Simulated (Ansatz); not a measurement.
# UB2PLYP/cc-pVDZ run of SiH2SeCl (SMILES Cl[SiH][SeH])

Aim: the energy change on altering one bond length of SiH2SeCl at UB2PLYP/cc-pVDZ, from 2 runs. 

The calculation is run with Ansatz 0.2.0.

69 further runs of the same task are left out: 69 set aside as unsound or not needed. Runs told in other sessions of the task aren't counted.

**1. The system as given**

SiH2SeCl: 5 atoms, total charge 0, spin state doublet. SMILES: `Cl[SiH][SeH]`. The shape is that of a PBE0-D4/def2-TZVP optimisation. This is one conformer, not always the lowest.

Bond lengths: Cl1–Si2 2.061 Å, Si2–Se3 2.266 Å, Si2–H4 1.489 Å, Se3–H5 1.469 Å. Angles: Cl1–Si2–Se3 113.7°, Cl1–Si2–H4 107.9°, Se3–Si2–H4 104.8°, Si2–Se3–H5 93.1°.

**2. A single-point energy at UB2PLYP/cc-pVDZ**

Contents of run.yaml:

```yaml
crystal:
  periodic: [false, false, false]
  atoms:
    - symbol: Cl
      position_ang: [-2.098500, -0.286100, 0.143900]
    - symbol: Si
      position_ang: [-0.121800, -0.761200, -0.193900]
    - symbol: Se
      position_ang: [1.300800, 0.972900, 0.128200]
    - symbol: H
      position_ang: [0.283800, -1.778100, 0.815900]
    - symbol: H
      position_ang: [0.685700, 1.778800, -0.935500]
basis:
  gaussian:
    orbitals: cc-pVDZ
magnetization:
  spin_polarized: true
  initial_magnetization: 1
hamiltonian:
  xc: {name: B2PLYP}
correlation:
  frozen_orbitals: {Cl: 5, H: 0, Se: 9, Si: 5}
accuracy: high
output: {orbitals: {seedname: orbitals}}
```

The run is started by

```console
$ ansatz run run.yaml --threads 1 --pin off --max-ram 2610MiB --events-out events.jsonl --progress --plain --runs-dir runs
```

The program printed:

```text
Warning: RAYON_NUM_THREADS=1 ignored (pool sized by the plan → 1); use --threads N
Functional definition: B2PLYP
  name "B2PLYP"
  parameter a = 0.53
  parameter c = 0.27
  exchange = (1 - a)*b88_x + a*exact_x
  correlation = (1 - c)*lyp_c + c*(mp2_os + mp2_ss)
1586 factors; integrals over basis functions are off by at most 4.6e-9 eV
mean field evaluation 1: about -85759.7325 eV, gradient 8.0e0 eV
mean field evaluation 2: about -85759.7386 eV, gradient 8.0e0 eV
mean field evaluation 4: about -85760.2801 eV, gradient 1.1e0 eV
mean field evaluation 8: about -85760.2985 eV, gradient 4.4e-2 eV
mean field evaluation 16: about -85760.2986 eV, gradient 6.4e-5 eV
mean field -85760.29856864 eV, -3151.6328419792 hartree, gradient 3.8e-8 eV, S^2 0.754100; 0 other end points of the search recorded, 0 dependent functions left out
19 core orbitals not correlated: weight in the atoms' cores, before any rotation towards them, 1.000 or more for the frozen orbitals, at most 0.000 for the correlated occupied ones
reference -85760.29859142 eV, -3151.6328428164 hartree; 15, 14 occupied and 39, 40 virtual orbitals, 1586 factors
second order -11.71924416 eV of doubles, -0.00000000 eV of singles
Total energy: -85763.46278734 eV, -3151.7491248719 hartree
```

Run time: 7.2 s. Hardware: 1 thread of Intel Xeon 6975P-C (Granite Rapids), shared host; peak memory 0.4 GiB.

**3. The distorted shape, same level**

Contents of molecule.yaml:

```yaml
crystal:
  periodic: [false, false, false]
  atoms:
    - symbol: Cl
      position_ang: [-3.679898, 0.093989, 0.414147]
    - symbol: Si
      position_ang: [-0.121800, -0.761200, -0.193900]
    - symbol: Se
      position_ang: [1.300800, 0.972900, 0.128200]
    - symbol: H
      position_ang: [0.283800, -1.778100, 0.815900]
    - symbol: H
      position_ang: [0.685700, 1.778800, -0.935500]
basis:
  gaussian:
    orbitals: cc-pVDZ
magnetization:
  spin_polarized: true
  initial_magnetization: 1
hamiltonian:
  xc: {name: B2PLYP}
correlation:
  frozen_orbitals: {Cl: 5, H: 0, Se: 9, Si: 5}
accuracy: high
output: {orbitals: {seedname: orbitals}}
```

The run is started by

```console
$ ansatz run molecule.yaml --threads 1 --pin off --max-ram 2610MiB --events-out events.jsonl --progress --plain --runs-dir runs
```

The program printed, shortened:

```text
Warning: RAYON_NUM_THREADS=1 ignored (pool sized by the plan → 1); use --threads N
[... 2 set-up lines as earlier in the session ...]
[...]
1513 factors; integrals over basis functions are off by at most 4.6e-9 eV
[...]
mean field -85757.64734976 eV, -3151.5354114825 hartree, gradient 9.8e-8 eV, S^2 0.827352; 6 other end points of the search recorded, 0 dependent functions left out
19 core orbitals not correlated: weight in the atoms' cores, before any rotation towards them, 1.000 or more for the frozen orbitals, at most 0.000 for the correlated occupied ones
reference -85757.64737555 eV, -3151.5354124303 hartree; 15, 14 occupied and 39, 40 virtual orbitals, 1513 factors
second order -11.34914560 eV of doubles, -0.00000000 eV of singles
Total energy: -85760.71164486 eV, -3151.6480222505 hartree
```

It took 18 s on 1 thread of Intel Xeon 6975P-C (Granite Rapids), shared host; peak memory 0.49 GiB.

**4. What came out**

Level: UB2PLYP/cc-pVDZ, 19 core orbitals frozen.

| quantity | value |
| --- | --- |
| first shape: total energy | -3151.74912 Eh |
| first shape: HOMO energy (SCF part's orbitals) (highest over α and β) | -7.22 eV |
| first shape: LUMO energy (SCF part's orbitals) (lowest over α and β) | -1.75 eV |
| first shape: ⟨S²⟩ | 0.754 |
| distorted shape: total energy | -3151.64802 Eh |
| distorted shape: HOMO energy (SCF part's orbitals) (highest over α and β) | -7.60 eV |
| distorted shape: LUMO energy (SCF part's orbitals) (lowest over α and β) | -3.93 eV |
| distorted shape: ⟨S²⟩ | 0.827 |
| energy change with the Cl1–Si2 bond stretched from 2.061 to 3.710 Å | 2.751 eV |

With the Cl1–Si2 bond stretched from 2.061 to 3.710 Å the energy rises by 2.75 eV (63 kcal/mol). The first shape isn't relaxed at this level, so the change isn't measured from a minimum.
